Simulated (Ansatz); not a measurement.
# ClFHIn: energies and forces away from the minimum, part 2 of 2

Ansatz 0.2.0, Gaussian basis. The steps go on from the part before.

**4. Structure 3, width 0.09 Å**

Input file pbe-tzvpp/in.yaml:

```yaml
crystal:
  periodic: [false, false, false]
  atoms:
    - {symbol: F, position_ang: [-1.622357, -0.228829, 0.871121]}
    - {symbol: In, position_ang: [0.060331, 0.059206, -0.110634]}
    - {symbol: Cl, position_ang: [1.623462, -1.275774, 0.406719]}
    - {symbol: H, position_ang: [-0.064179, 1.477452, -1.298885]}
basis:
  gaussian: {orbitals: def2-TZVPP}
hamiltonian: {xc: pbe, dispersion: d4}
output: {forces: true}
```

r2scan-tzvpp/in.yaml, as changes to pbe-tzvpp/in.yaml:

```diff
-hamiltonian: {xc: pbe, dispersion: d4}
+hamiltonian: {xc: r2scan, dispersion: d4}
```

pbe0-tzvpp/in.yaml:

```diff
-hamiltonian: {xc: pbe, dispersion: d4}
-output: {forces: true}
+hamiltonian: {xc: pbe0, dispersion: d4}
+output: {forces: true, orbitals: {seedname: orbitals}}
```

wb97mv-tzvpp/in.yaml:

```diff
-hamiltonian: {xc: pbe, dispersion: d4}
+hamiltonian: {xc: {name: wB97M-V}}
```

ccsdt-tzvpp/in.yaml:

```diff
-hamiltonian: {xc: pbe, dispersion: d4}
+correlation: {method: ccsd_t}
```

One command serves all of them, each in its own folder.

On the command line:

```console
> ansatz run in.yaml --threads 2 --pin off --events-out ev --progress --plain --max-ram 4352MiB
```

Output in pbe-tzvpp (excerpt; [...] marks lines left out):

```text
Functional definition: PBE
  name "PBE"
  cite "Perdew, Burke & Ernzerhof, Phys. Rev. Lett. 77, 3865 (1996) doi:10.1103/PhysRevLett.77.3865"
  parent pbe
[...]
897 factors; their error is unknown
[...]
mean field -20425.17036975 eV, -750.6111664106 hartree, gradient 2.7e-5 eV, S^2 0.000000; 0 other end points of the search recorded, 0 dependent functions left out
[...]
reference -20425.17042531 eV, -750.6111684523 hartree; 24, 24 occupied and 113, 113 virtual orbitals, 897 factors
Total energy: -20425.24058675 eV, -750.6137468376 hartree
Atom 0 at    -1.622357    -0.228829     0.871121 Å, force    -0.062924    -0.073995     0.086121 eV/Å
Atom 1 at     0.060331     0.059206    -0.110634 Å, force    -3.033224     3.708033    -1.960036 eV/Å
Atom 2 at     1.623462    -1.275774     0.406719 Å, force     2.972758    -2.579005     1.011949 eV/Å
Atom 3 at    -0.064179     1.477452    -1.298885 Å, force     0.123390    -1.055033     0.861966 eV/Å
Dipole moment:     0.348546     0.186178    -0.320448 e Å
```

Log of r2scan-tzvpp (excerpt; [...] marks lines left out):

```text
[... 5 set-up lines as earlier in the session ...]
[...]
897 factors; their error is unknown
[...]
mean field -20432.87088063 eV, -750.8941549657 hartree, gradient 2.6e-5 eV, S^2 0.000000; 0 other end points of the search recorded, 0 dependent functions left out
[...]
reference -20432.87089650 eV, -750.8941555489 hartree; 24, 24 occupied and 113, 113 virtual orbitals, 897 factors
Total energy: -20432.88590315 eV, -750.8947070331 hartree
Atom 0 at    -1.622357    -0.228829     0.871121 Å, force     0.326995    -0.021036    -0.129435 eV/Å
Atom 1 at     0.060331     0.059206    -0.110634 Å, force    -3.267261     3.684902    -1.834739 eV/Å
Atom 2 at     1.623462    -1.275774     0.406719 Å, force     2.800441    -2.444832     0.966118 eV/Å
Atom 3 at    -0.064179     1.477452    -1.298885 Å, force     0.139825    -1.219033     0.998056 eV/Å
Dipole moment:     0.356632     0.197866    -0.334766 e Å
```

Output in pbe0-tzvpp (excerpt; [...] marks lines left out):

```text
[... 5 set-up lines as earlier in the session ...]
[...]
1021 factors; their error is unknown
[...]
mean field -20426.10102014 eV, -750.6453671814 hartree, gradient 1.4e-5 eV, S^2 0.000000; 0 other end points of the search recorded, 0 dependent functions left out
[...]
reference -20426.10105781 eV, -750.6453685658 hartree; 24, 24 occupied and 113, 113 virtual orbitals, 1021 factors
Total energy: -20426.16072001 eV, -750.6475611115 hartree
Atom 0 at    -1.622357    -0.228829     0.871121 Å, force     0.378875    -0.005063    -0.166238 eV/Å
Atom 1 at     0.060331     0.059206    -0.110634 Å, force    -3.291840     3.626101    -1.771189 eV/Å
Atom 2 at     1.623462    -1.275774     0.406719 Å, force     2.767442    -2.403708     0.943501 eV/Å
Atom 3 at    -0.064179     1.477452    -1.298885 Å, force     0.145523    -1.217331     0.993926 eV/Å
Dipole moment:     0.370747     0.201025    -0.343942 e Å
```

Log of wb97mv-tzvpp (excerpt; [...] marks lines left out):

```text
[... 5 set-up lines as earlier in the session ...]
  # Of w^i u^j: cxij and so on, Table III.
[...]
  gx(w, u) = 1 - cx + cx01*u + cx10*w
  gss(w, u) = css00 + css04*u^4 + css10*w + css20*w^2 + css43*w^4*u^3
  gos(w, u) = cos00 + cos10*w + (cos20 + cos21*u)*w^2 + (cos60 + cos61*u)*w^6
[...]
      + integral(e_c_pw_mod_opposite_spin*gos(b97_w_opposite, b97_u_opposite)) + vv10(b, c)
949 factors; their error is unknown
173 factors; integrals over basis functions are off by at most 3.3e-5 eV
[...]
mean field -20430.11805529 eV, -750.7929905005 hartree, gradient 4.3e-5 eV, S^2 0.000000; 0 other end points of the search recorded, 0 dependent functions left out
[...]
reference -20430.11811825 eV, -750.7929928143 hartree; 24, 24 occupied and 113, 113 virtual orbitals, 949 factors
Total energy: -20430.11811825 eV, -750.7929928143 hartree
Atom 0 at    -1.622357    -0.228829     0.871121 Å, force     0.367193    -0.011421    -0.155697 eV/Å
Atom 1 at     0.060331     0.059206    -0.110634 Å, force    -3.327708     3.760232    -1.873353 eV/Å
Atom 2 at     1.623462    -1.275774     0.406719 Å, force     2.799708    -2.430160     0.953105 eV/Å
Atom 3 at    -0.064179     1.477452    -1.298885 Å, force     0.160807    -1.318650     1.075945 eV/Å
Dipole moment:     0.372387     0.195410    -0.339939 e Å
```

ccsdt-tzvpp printed (excerpt; [...] marks lines left out):

```text
[... 4 set-up lines as earlier in the session ...]
[...]
1013 factors; integrals over basis functions are off by at most 6.5e-4 eV
[...]
mean field -20377.17250907 eV, -748.8472775648 hartree, gradient 4.9e-6 eV, S^2 0.000000; 0 other end points of the search recorded, 0 dependent functions left out
10 core orbitals not correlated: weight in the atoms' cores, before any rotation towards them, 1.000 or more for the frozen orbitals, at most 0.000 for the correlated occupied ones
reference -20377.17250907 eV, -748.8472775648 hartree; 14, 14 occupied and 113, 113 virtual orbitals, 1013 factors
second order -19.65362063 eV of doubles, -0.00000000 eV of singles
cycle   1  -19.46578693 eV  change    1.9e-1 eV  update   1.1e-1
[...]
cycle  11  -20.01107006 eV  change    2.0e-5 eV  update   6.0e-6
perturbative correction -0.65639478 eV, -0.0241220632 hartree
[...]
working
Total energy: -20397.83997391 eV, -749.6067928888 hartree
Atom 0 at    -1.622357    -0.228829     0.871121 Å, force     0.442330     0.004726    -0.202492 eV/Å
Atom 1 at     0.060331     0.059206    -0.110634 Å, force    -3.518667     3.784101    -1.813265 eV/Å
Atom 2 at     1.623462    -1.275774     0.406719 Å, force     2.921920    -2.531878     0.991138 eV/Å
Atom 3 at    -0.064179     1.477452    -1.298885 Å, force     0.154417    -1.256949     1.024620 eV/Å
Dipole moment:     0.374531     0.198906    -0.343995 e Å
```

Wall times: 1.6 s (pbe-tzvpp), 3.4 s (r2scan-tzvpp), 2.2 s (pbe0-tzvpp), 6.5 s (wb97mv-tzvpp), 2 min (ccsdt-tzvpp) on 2 threads of Arm Neoverse V2, shared host; peak memory 1.4 GiB.

```csv
method,RMS force component (eV/Å),RMS error against CCSD(T) (eV/Å),angle to CCSD(T) forces (°),dipole (D)
PBE-D4,1.941,0.238,6.5,2.44
r2SCAN-D4,1.936,0.099,1.7,2.53
PBE0-D4,1.917,0.104,0.8,2.61
wB97M-V,1.968,0.083,1.9,2.60
CCSD(T),2.017,reference,reference,2.62
```

**5. Structure 4, width 0.12 Å**

Input file pbe-tzvpp/in.yaml:

```yaml
crystal:
  periodic: [false, false, false]
  atoms:
    - {symbol: F, position_ang: [-1.641907, -0.150644, 1.012990]}
    - {symbol: In, position_ang: [0.014565, 0.197845, -0.076596]}
    - {symbol: Cl, position_ang: [1.719866, -1.448301, 0.701846]}
    - {symbol: H, position_ang: [0.113341, 1.226246, -1.277495]}
basis:
  gaussian: {orbitals: def2-TZVPP}
hamiltonian: {xc: pbe, dispersion: d4}
output: {forces: true}
```

r2scan-tzvpp/in.yaml, as changes to pbe-tzvpp/in.yaml:

```diff
-hamiltonian: {xc: pbe, dispersion: d4}
+hamiltonian: {xc: r2scan, dispersion: d4}
```

pbe0-tzvpp/in.yaml:

```diff
-hamiltonian: {xc: pbe, dispersion: d4}
-output: {forces: true}
+hamiltonian: {xc: pbe0, dispersion: d4}
+output: {forces: true, orbitals: {seedname: orbitals}}
```

wb97mv-tzvpp/in.yaml:

```diff
-hamiltonian: {xc: pbe, dispersion: d4}
+hamiltonian: {xc: {name: wB97M-V}}
```

ccsdt-tzvpp/in.yaml:

```diff
-hamiltonian: {xc: pbe, dispersion: d4}
+correlation: {method: ccsd_t}
```

The same command starts each run, in its folder.

On the command line:

```console
> ansatz run in.yaml --threads 2 --pin off --events-out ev --progress --plain --max-ram 4352MiB
```

Output in pbe-tzvpp (excerpt; [...] marks lines left out):

```text
[... 4 set-up lines as earlier in the session ...]
[...]
897 factors; their error is unknown
[...]
mean field -20425.38831376 eV, -750.6191757052 hartree, gradient 2.9e-5 eV, S^2 0.000000; 0 other end points of the search recorded, 0 dependent functions left out
[...]
reference -20425.38837102 eV, -750.6191778095 hartree; 24, 24 occupied and 113, 113 virtual orbitals, 897 factors
Total energy: -20425.45636103 eV, -750.6216763963 hartree
Atom 0 at    -1.641907    -0.150644     1.012990 Å, force     0.797238     0.205298    -0.495562 eV/Å
Atom 1 at     0.014565     0.197845    -0.076596 Å, force     0.077795    -2.467503     2.293006 eV/Å
Atom 2 at     1.719866    -1.448301     0.701846 Å, force    -1.032111     1.057771    -0.477275 eV/Å
Atom 3 at     0.113341     1.226246    -1.277495 Å, force     0.157078     1.204434    -1.320169 eV/Å
Dipole moment:     0.082007     0.563709    -0.544228 e Å
```

r2scan-tzvpp printed (excerpt; [...] marks lines left out):

```text
[... 5 set-up lines as earlier in the session ...]
[...]
897 factors; their error is unknown
[...]
mean field -20433.03229044 eV, -750.9000866669 hartree, gradient 3.8e-5 eV, S^2 0.000000; 0 other end points of the search recorded, 0 dependent functions left out
[...]
reference -20433.03230744 eV, -750.9000872917 hartree; 24, 24 occupied and 113, 113 virtual orbitals, 897 factors
Total energy: -20433.04710143 eV, -750.9006309608 hartree
Atom 0 at    -1.641907    -0.150644     1.012990 Å, force     1.181187     0.279558    -0.738638 eV/Å
Atom 1 at     0.014565     0.197845    -0.076596 Å, force    -0.119098    -2.588875     2.465923 eV/Å
Atom 2 at     1.719866    -1.448301     0.701846 Å, force    -1.210139     1.224795    -0.551333 eV/Å
Atom 3 at     0.113341     1.226246    -1.277495 Å, force     0.148050     1.084523    -1.175952 eV/Å
Dipole moment:     0.080356     0.595199    -0.569771 e Å
```

pbe0-tzvpp printed (excerpt; [...] marks lines left out):

```text
[... 5 set-up lines as earlier in the session ...]
[...]
1021 factors; their error is unknown
[...]
mean field -20426.22467928 eV, -750.6499115710 hartree, gradient 2.0e-5 eV, S^2 0.000000; 0 other end points of the search recorded, 0 dependent functions left out
[...]
reference -20426.22471891 eV, -750.6499130274 hartree; 24, 24 occupied and 113, 113 virtual orbitals, 1021 factors
Total energy: -20426.28273909 eV, -750.6520452298 hartree
Atom 0 at    -1.641907    -0.150644     1.012990 Å, force     1.223825     0.304416    -0.780475 eV/Å
Atom 1 at     0.014565     0.197845    -0.076596 Å, force    -0.129568    -2.705577     2.584064 eV/Å
Atom 2 at     1.719866    -1.448301     0.701846 Å, force    -1.244183     1.271615    -0.578760 eV/Å
Atom 3 at     0.113341     1.226246    -1.277495 Å, force     0.149926     1.129546    -1.224828 eV/Å
Dipole moment:     0.092806     0.603470    -0.580398 e Å
```

wb97mv-tzvpp printed (excerpt; [...] marks lines left out):

```text
[... 5 set-up lines as earlier in the session ...]
  # Of w^i u^j: cxij and so on, Table III.
[...]
  gx(w, u) = 1 - cx + cx01*u + cx10*w
  gss(w, u) = css00 + css04*u^4 + css10*w + css20*w^2 + css43*w^4*u^3
  gos(w, u) = cos00 + cos10*w + (cos20 + cos21*u)*w^2 + (cos60 + cos61*u)*w^6
[...]
      + integral(e_c_pw_mod_opposite_spin*gos(b97_w_opposite, b97_u_opposite)) + vv10(b, c)
949 factors; their error is unknown
173 factors; integrals over basis functions are off by at most 4.7e-5 eV
[...]
mean field -20430.26372506 eV, -750.7983437658 hartree, gradient 4.1e-5 eV, S^2 0.000000; 0 other end points of the search recorded, 0 dependent functions left out
[...]
reference -20430.26379056 eV, -750.7983461729 hartree; 24, 24 occupied and 113, 113 virtual orbitals, 949 factors
Total energy: -20430.26379056 eV, -750.7983461729 hartree
Atom 0 at    -1.641907    -0.150644     1.012990 Å, force     1.233706     0.306957    -0.786122 eV/Å
Atom 1 at     0.014565     0.197845    -0.076596 Å, force    -0.086506    -2.691274     2.535101 eV/Å
Atom 2 at     1.719866    -1.448301     0.701846 Å, force    -1.292554     1.319766    -0.601260 eV/Å
Atom 3 at     0.113341     1.226246    -1.277495 Å, force     0.145354     1.064550    -1.147719 eV/Å
Dipole moment:     0.088002     0.610716    -0.582630 e Å
```

ccsdt-tzvpp printed (excerpt; [...] marks lines left out):

```text
[... 4 set-up lines as earlier in the session ...]
[...]
1014 factors; integrals over basis functions are off by at most 7.1e-4 eV
[...]
mean field -20377.32009731 eV, -748.8527013326 hartree, gradient 6.9e-6 eV, S^2 0.000000; 0 other end points of the search recorded, 0 dependent functions left out
10 core orbitals not correlated: weight in the atoms' cores, before any rotation towards them, 1.000 or more for the frozen orbitals, at most 0.000 for the correlated occupied ones
reference -20377.32009731 eV, -748.8527013326 hartree; 14, 14 occupied and 113, 113 virtual orbitals, 1014 factors
second order -19.63347322 eV of doubles, -0.00000000 eV of singles
cycle   1  -19.44246664 eV  change    1.9e-1 eV  update   1.1e-1
[...]
cycle  12  -19.98915475 eV  change   -4.1e-7 eV  update   3.3e-6
perturbative correction -0.66831903 eV, -0.0245602713 hartree
[...]
working
Total energy: -20397.97757110 eV, -749.6118494920 hartree
Atom 0 at    -1.641907    -0.150644     1.012990 Å, force     1.294707     0.331474    -0.836699 eV/Å
Atom 1 at     0.014565     0.197845    -0.076596 Å, force    -0.133333    -2.770162     2.633822 eV/Å
Atom 2 at     1.719866    -1.448301     0.701846 Å, force    -1.304269     1.338897    -0.612914 eV/Å
Atom 3 at     0.113341     1.226246    -1.277495 Å, force     0.142895     1.099790    -1.184209 eV/Å
Dipole moment:     0.098067     0.598400    -0.574228 e Å
```

They took 1.5 s (pbe-tzvpp), 3.4 s (r2scan-tzvpp), 2.2 s (pbe0-tzvpp), 6.5 s (wb97mv-tzvpp), 2 min (ccsdt-tzvpp) on 2 threads of Arm Neoverse V2, shared host; peak memory 1.4 GiB.

```csv
method,RMS force component (eV/Å),RMS error against CCSD(T) (eV/Å),angle to CCSD(T) forces (°),dipole (D)
PBE-D4,1.222,0.264,8.4,3.78
r2SCAN-D4,1.312,0.097,1.4,3.98
PBE0-D4,1.370,0.048,1.4,4.05
wB97M-V,1.359,0.049,0.8,4.08
CCSD(T),1.403,reference,reference,4.01
```

**6. All structures together**

Energy above the minimum (kJ/mol):

```csv
structure,width (Å),PBE-D4,r2SCAN-D4,PBE0-D4,wB97M-V,Hartree-Fock,MP2,CCSD,CCSD(T)
1,0.02,0.6,1.1,0.9,1.2,1.0,1.5,1.1,1.0
2,0.06,0.3,0.7,1.0,0.9,1.5,1.1,1.2,1.1
3,0.09,46.0,46.6,45.2,47.3,51.6,47.9,48.1,47.8
4,0.12,25.2,31.1,33.4,33.2,37.3,35.6,36.0,34.6
```

What each level costs and misses (shared host):

```csv
method,mean energy error from CCSD(T) (kJ/mol),mean time a point
PBE-D4,3.1,1.5 s
r2SCAN-D4,1.3,3.4 s
PBE0-D4,1.0,2.2 s
wB97M-V,0.5,6.5 s
Hartree-Fock,1.8,part of the CCSD(T) run
MP2,0.4,part of the CCSD(T) run
CCSD,0.5,part of the CCSD(T) run
CCSD(T),0,2 min
```

The best functional, wB97M-V, misses by 0.5 kJ/mol and takes 6.5 s a point, against 2 min for CCSD(T).

**7. Summary of results**

The summary covers parts 1 to 2.

```
                         quantity                                                                                            value
energy above the minimum, CCSD(T)                                                                      1.0, 1.1, 47.8, 34.6 kJ/mol
                mean energy error  PBE-D4 3.1, r2SCAN-D4 1.3, PBE0-D4 1.0, wB97M-V 0.5, Hartree-Fock 1.8, MP2 0.4, CCSD 0.5 kJ/mol
             mean RMS force error                                 PBE-D4 0.241, r2SCAN-D4 0.078, PBE0-D4 0.051, wB97M-V 0.057 eV/Å
            largest T1 diagnostic                                                                                            0.016
```

**Reading.** MP2 gives the best energies and PBE-D4 the worst. For forces PBE0-D4 is best, off by 5 % of the typical force, and PBE-D4 worst (25 %); with few structures and a triple-zeta reference, gaps of a few points rank nothing.
